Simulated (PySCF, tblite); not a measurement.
# C6H6FO radical: geometry, infrared bands and EPR parameters

What infrared bands and EPR parameters should C6H6FO radical (`O=C1[CH][C@H](F)CC=C1`) show?

Programs: tblite 0.8.0 and PySCF 2.14.0, with density-fitted response routines of our own. Each step states its level of theory. These are calculated values for one molecule in the gas phase, unless marked as measured. Atoms are numbered from 0 throughout.

**1. The starting structure**

14 atoms, charge 0, multiplicity 2; geometry from: force field or distance geometry start.

Bonds of the start (Å): O0–C1 1.26, C1–C2 1.48, C2–C3 1.49, C3–F4 1.40, C3–C5 1.51, C5–C6 1.47, C6–C7 1.31, C7–C1 1.47, C2–H8 1.09, C3–H9 1.10, C5–H10 1.13, C5–H11 1.13, C6–H12 1.09, C7–H13 1.09.

**2. Geometry optimisation with GFN2-xTB**

The job: settings as JSON, then the geometry in Å.

```
{"job": {"kind": "relax", "xc": "GFN2-xTB", "basis": "xTB"}, "charge": 0, "multiplicity": 2}
O      1.031300     2.574100    -0.114000
C      0.663100     1.431100     0.261500
C     -0.611200     1.170800     0.960800
C     -1.273400    -0.043700     0.414200
F     -2.271100    -0.399400     1.335400
C     -0.364500    -1.242100     0.320300
C      1.045100    -0.909100     0.065600
C      1.559100     0.291900     0.041400
H     -1.249300     2.040000     1.087900
H     -1.744100     0.104600    -0.571600
H     -0.412300    -1.844600     1.269500
H     -0.714300    -1.864900    -0.551500
H      1.725200    -1.747000    -0.099400
H      2.615500     0.437800    -0.162200
```

Run with:

```bash
OMP_NUM_THREADS=1 python probes_run.py task.json out
```

This one command runs all jobs of the session in turn.

What it wrote:

```text
step      E/eV     max force
  0    -669.11787    2.771
  1    -669.33162    2.267
  2    -669.46207    1.036
  3    -669.54043    0.581
  4    -669.57857    0.626
  5    -669.59536    0.429
  6    -669.61450    0.447
  7    -669.62914    0.393
  8    -669.64058    0.377
  9    -669.65204    0.364
 10    -669.66439    0.297
 11    -669.67505    0.280
 12    -669.68195    0.198
 13    -669.68780    0.199
 14    -669.69352    0.176
 15    -669.69903    0.198
 16    -669.70262    0.139
 17    -669.70481    0.123
 18    -669.70649    0.130
 19    -669.70824    0.122
 20    -669.71019    0.162
 21    -669.71217    0.127
 22    -669.71379    0.122
 23    -669.71570    0.109
 24    -669.71829    0.166
 25    -669.72143    0.186
 26    -669.72437    0.139
 27    -669.72675    0.127
 28    -669.72923    0.144
 29    -669.73202    0.143
 30    -669.73430    0.141
 31    -669.73590    0.161
 32    -669.73749    0.164
 33    -669.73968    0.122
 34    -669.74168    0.101
 35    -669.74291    0.076
 36    -669.74385    0.074
 37    -669.74476    0.085
 38    -669.74582    0.079
 39    -669.74682    0.071
 40    -669.74777    0.074
 41    -669.74882    0.090
 42    -669.75011    0.103
 43    -669.75167    0.107
 44    -669.75339    0.111
 45    -669.75504    0.118
 46    -669.75649    0.086
 47    -669.75761    0.101
 48    -669.75866    0.083
 49    -669.75968    0.083
 50    -669.76066    0.078
 51    -669.76154    0.087
 52    -669.76260    0.078
 53    -669.76392    0.079
 54    -669.76539    0.107
 55    -669.76665    0.114
 56    -669.76772    0.089
 57    -669.76867    0.079
 58    -669.76973    0.080
 59    -669.77068    0.068
 60    -669.77129    0.062
 61    -669.77189    0.052
 62    -669.77243    0.047
 63    -669.77284    0.050
 64    -669.77309    0.028
 65    -669.77320    0.021
 66    -669.77326    0.021
 67    -669.77330    0.018
 68    -669.77334    0.015
 69    -669.77336    0.013
 70    -669.77338    0.011
 71    -669.77338    0.008
```

Wall time 0.3 s (1 thread of Arm Neoverse V2, shared host).

Along the way: (not every step is listed)

| step | energy from step 0 (eV) | largest force (eV/Å) |
| --- | --- | --- |
| 0 | 0.0000 | 2.7706 |
| 1 | -0.2138 | 2.2673 |
| 2 | -0.3442 | 1.0356 |
| 3 | -0.4226 | 0.5807 |
| 4 | -0.4607 | 0.6255 |
| 5 | -0.4775 | 0.4292 |
| 6 | -0.4966 | 0.4471 |
| 7 | -0.5113 | 0.3928 |
| 8 | -0.5227 | 0.3772 |
| 13 | -0.5699 | 0.1992 |
| 18 | -0.5886 | 0.1300 |
| 23 | -0.5978 | 0.1090 |
| 28 | -0.6114 | 0.1443 |
| 33 | -0.6218 | 0.1216 |
| 38 | -0.6279 | 0.0794 |
| 43 | -0.6338 | 0.1070 |
| 48 | -0.6408 | 0.0826 |
| 53 | -0.6460 | 0.0792 |
| 58 | -0.6519 | 0.0800 |
| 63 | -0.6550 | 0.0502 |
| 66 | -0.6554 | 0.0206 |
| 67 | -0.6554 | 0.0178 |
| 68 | -0.6555 | 0.0153 |
| 69 | -0.6555 | 0.0130 |
| 70 | -0.6555 | 0.0112 |
| 71 | -0.6555 | 0.0083 |

Distances of close pairs at the start and the end, largest changes first:

| bond | before (Å) | after (Å) | change (Å) |
| --- | --- | --- | --- |
| C1–C2 | 1.477 | 1.426 | -0.051 |
| C5–H11 | 1.127 | 1.091 | -0.036 |
| C5–H10 | 1.125 | 1.096 | -0.029 |
| O0–C1 | 1.258 | 1.231 | -0.028 |
| C3–C5 | 1.507 | 1.534 | +0.027 |
| C3–F4 | 1.404 | 1.380 | -0.024 |
| C6–C7 | 1.307 | 1.330 | +0.024 |
| C5–C6 | 1.471 | 1.493 | +0.023 |

The next job starts from the end point, and lists it.

**3. Vibrational analysis with GFN2-xTB**

The job: settings as JSON, then the geometry in Å.

```
{"job": {"kind": "ir", "xc": "GFN2-xTB", "basis": "xTB"}, "charge": 0, "multiplicity": 2}
O      1.238141     2.565150     0.571331
C      0.714084     1.468220     0.380389
C     -0.657160     1.202302     0.665915
C     -1.284313    -0.078829     0.298991
F     -2.437186    -0.296698     1.024934
C     -0.332595    -1.270200     0.462428
C      1.021449    -0.934142    -0.069987
C      1.489475     0.310185    -0.119498
H     -1.253224     1.950166     1.164980
H     -1.614628    -0.027625    -0.756943
H     -0.255755    -1.501314     1.531050
H     -0.744201    -2.149564    -0.034745
H      1.628466    -1.768153    -0.392653
H      2.486768     0.530028    -0.468335
```

What it wrote:

```text
mode    cm-1     km/mol
  1     104.2      1.25
  2     127.3      9.36
  3     288.2      1.37
  4     311.7     15.53
  5     401.6      8.25
  6     428.8      2.06
  7     462.9      9.78
  8     470.3      5.52
  9     547.1     11.23
 10     659.8     11.12
 11     695.6      0.96
 12     794.5     51.04
 13     896.0      6.34
 14     916.9      4.71
 15     926.4      3.68
 16     975.4     10.39
 17    1013.4      9.91
 18    1028.5    107.42
 19    1105.3      8.36
 20    1137.4      2.32
 21    1170.6      4.24
 22    1195.0     13.62
 23    1221.0      4.42
 24    1234.1      8.77
 25    1298.2     11.44
 26    1319.7      1.21
 27    1350.4     34.76
 28    1450.4     12.07
 29    1583.0    221.68
 30    1668.9     63.52
 31    2773.3     12.54
 32    2938.0      6.37
 33    2998.3     12.37
 34    3069.4     14.84
 35    3104.1     11.72
 36    3106.6      1.16
```

Run time: 0.29 s. Hardware: 1 thread of Arm Neoverse V2, shared host.

Which atoms move in the most intense modes:

| cm⁻¹ | km/mol | atoms |
| --- | --- | --- |
| 312 | 15.5 | F4 45 %, O0 17 %, C2 11 % |
| 794 | 51.0 | H12 29 %, C1 24 %, H13 13 % |
| 1028 | 107.4 | C3 56 %, F4 27 % |
| 1195 | 13.6 | H8 26 %, C1 22 %, H13 21 %, H9 15 % |
| 1350 | 34.8 | C2 42 %, C3 14 %, C1 14 % |
| 1583 | 221.7 | C1 61 %, O0 36 % |
| 1669 | 63.5 | C6 49 %, C7 46 % |
| 3069 | 14.8 | H12 89 % |

**4. g tensor and hyperfine couplings: B3LYP/pcH-1**

Same as in step 3 but for these lines:

```diff
@@ -1,2 +1,2 @@
-{"job": {"kind": "ir", "xc": "GFN2-xTB", "basis": "xTB"}, "charge": 0, "multiplicity": 2}
+{"job": {"kind": "epr", "basis": "pcH-1"}, "charge": 0, "multiplicity": 2}
 O      1.238141     2.565150     0.571331
```

Level: UKS B3LYP, pcH-1 on C F H O, non-relativistic, mean-field spin-orbit, GIAO.

What it wrote:

```text
UKS, coarse grid
  cycle   1  E = -407.07233527  |g| = 7.06e-01
  cycle   2  E = -405.30564843  |g| = 1.94e+00
  cycle   3  E = -407.20774212  |g| = 3.55e-01
  cycle   4  E = -407.26636369  |g| = 1.19e-01
  cycle   5  E = -407.27071824  |g| = 5.05e-02
  cycle   6  E = -407.27174531  |g| = 2.26e-02
  cycle   7  E = -407.27205427  |g| = 1.08e-02
  cycle   8  E = -407.27213291  |g| = 5.83e-03
  cycle   9  E = -407.27216931  |g| = 1.81e-03
  cycle  10  E = -407.27217514  |g| = 1.12e-03
  cycle  11  E = -407.27217913  |g| = 5.79e-04
UKS, final grid
  cycle   1  E = -407.27210193  |g| = 9.19e-04
  cycle   2  E = -407.27210077  |g| = 2.11e-03
  cycle   3  E = -407.27210242  |g| = 1.78e-04
  cycle   4  E = -407.27210246  |g| = 1.25e-04
  cycle   5  E = -407.27210253  |g| = 6.39e-05
  cycle   6  E = -407.27210253  |g| = 2.00e-05
E = -407.27210253 Eh   <S^2> = 0.7634 (exact 0.7500)
g shifts (ppm)      1          2          3
  rmc          -187       -187       -187
  gc            -11         34         41
  oz_so          55       1713       5646
  total        -143       1561       5500
hyperfine (MHz)  atom isotope    a_iso     a_fc   dipolar eigenvalues
    0   17O     -18.13     -18.13    -85.26     42.19     43.07
    1   13C     -38.20     -38.20    -13.30      3.71      9.59
    2   13C      67.28      67.28    -65.47    -65.24    130.71
    3   13C     -30.54     -30.54     -2.95      0.58      2.37
    4   19F      29.64      29.64    -14.80    -14.50     29.30
    5   13C      32.14      32.14     -3.55     -2.49      6.05
    6   13C      -2.31      -2.31     -1.50     -0.18      1.68
    7   13C      -0.80      -0.80     -2.37     -0.36      2.73
    8    1H     -51.69     -51.69    -29.48     -2.12     31.60
    9    1H     125.68     125.68     -5.71     -1.94      7.64
   10    1H      -1.51      -1.51     -3.38     -1.72      5.09
   11    1H      -3.57      -3.57     -2.45     -1.83      4.28
   12    1H       1.47       1.47     -1.32     -0.79      2.12
   13    1H      -1.76      -1.76     -2.02     -1.04      3.06
```

Run time: 57 s. Hardware: 1 thread of Arm Neoverse V2, shared host; peak memory 0.97 GiB.

Principal g values 2.00218, 2.00388, 2.00782; g(iso) = 2.00463, against 2.00232 for a free electron.

Hyperfine couplings, nucleus by nucleus at this fixed geometry (no averaging over rotations):

| nuclei | isotope | a(iso) (MHz) | a(iso) (G, at g = 2.0023) | largest dipolar term (MHz) |
| --- | --- | --- | --- | --- |
| H9 | 1H | 125.7 | 44.8 | 7.6 |
| C2 | 13C | 67.3 | 24.0 | 130.7 |
| H8 | 1H | -51.7 | -18.4 | 31.6 |
| C1 | 13C | -38.2 | -13.6 | -13.3 |
| C5 | 13C | 32.1 | 11.5 | 6.0 |
| C3 | 13C | -30.5 | -10.9 | -3.0 |
| F4 | 19F | 29.6 | 10.6 | 29.3 |
| O0 | 17O | -18.1 | -6.5 | -85.3 |
| H11 | 1H | -3.6 | -1.3 | 4.3 |
| C6 | 13C | -2.3 | -0.8 | 1.7 |
| H13 | 1H | -1.8 | -0.6 | 3.1 |
| H10 | 1H | -1.5 | -0.5 | 5.1 |
| H12 | 1H | 1.5 | 0.5 | 2.1 |
| C7 | 13C | -0.8 | -0.3 | 2.7 |

Mulliken spin populations:

O0 0.28; C1 -0.12; C2 0.83; C3 -0.06; F4 0.00; C5 0.02; C6 -0.01; C7 0.02; H8 -0.04; H9 0.05; H10 0.00; H11 0.00; H12 0.00; H13 0.00

In first order the couplings over 0.8 MHz of 1H, 19F give 128 distinct lines over 76.8 G.

The fields below are evaluated on a grid from the run's orbitals.

ELF in a plane through or near 11 of the atoms.

Ten even steps from ' ' (0.00) to '@' (1.00):
```
                                                        
                                                        
                                                        
                      ::**%%##--                        
          ..----..    ##@@@@@@@@==                      
        ..==**##**::  ##@@@@@@@@::  ::--::..            
      ..--##%%@@%%==  ==##@@@@++....##%%##++..          
      --**%%++--##**++%%**::--**----##++####==          
      ==**%%%%##%%==..%%%%++##%%++==####%%%%==          
      ..--++--::==++**==::..::++##++::::====::          
              ..==####==..  ::++##**--                  
        ..++%%%%##++==%%##**%%====::****--..            
        --@@@@@@%%**##%%==--%%##--**%%%%##++            
        ..**%%%%==::::********--::++%%@@%%++            
            ..      ::%%@@@@%%::    --==--..            
                    --@@@@@@@@--                        
                    ..##@@@@##..                        
                                                        
                                                        
                                                        
```
The map spans 10.2 Å across and 10.2 Å up, centred on the molecule. Atoms in the plane (x, y in Å): O0 (-2.5, 1.4), C1 (-1.4, 0.8), C2 (-0.2, 1.4), F4 (2.2, 1.3), C5 (1.0, -0.8), C6 (-0.3, -1.4), C7 (-1.4, -0.7), H8 (-0.1, 2.5), H11 (1.8, -1.4), H12 (-0.3, -2.5), H13 (-2.4, -1.2).

On the surface of density 0.002 e/bohr³ the electrostatic potential runs, from the 1st to the 99th percentile, from -1.75 V near O0 to 1.26 V near H12.

The spin density lies nearest to C2 51 %; O0 22 %; C1 8 % (both signs); H9 7 %.

**5. Outcome**

```
                                 quantity                  value
strongest single infrared mode (GFN2-xTB)  1583 cm⁻¹, 222 km/mol
             zero-point energy (GFN2-xTB)          64.0 kcal/mol
                           g(iso) (B3LYP)                2.00463
                                     ⟨S²⟩     0.763 (exact 0.75)
                           largest a(iso)    1H on H9, 125.7 MHz
    surface potential, 1st and 99th percentile     -1.75 V and 1.26 V
```

In words: Relaxing lowered the energy by 0.656 eV in 71 steps; the close pair that moved most is C1–C2, from 1.477 to 1.426 Å. All 36 modes are real, so the xTB geometry is a minimum. The strongest single mode, at 1583 cm⁻¹, moves mainly C1 and O0. Unscaled tight-binding wavenumbers are off by several per cent, some by more. Its intensities can rank the bands wrongly. The largest share of the spin, 0.83 e, sits on C2. The isotropic g lies 2.3 ppt above the free-electron value.
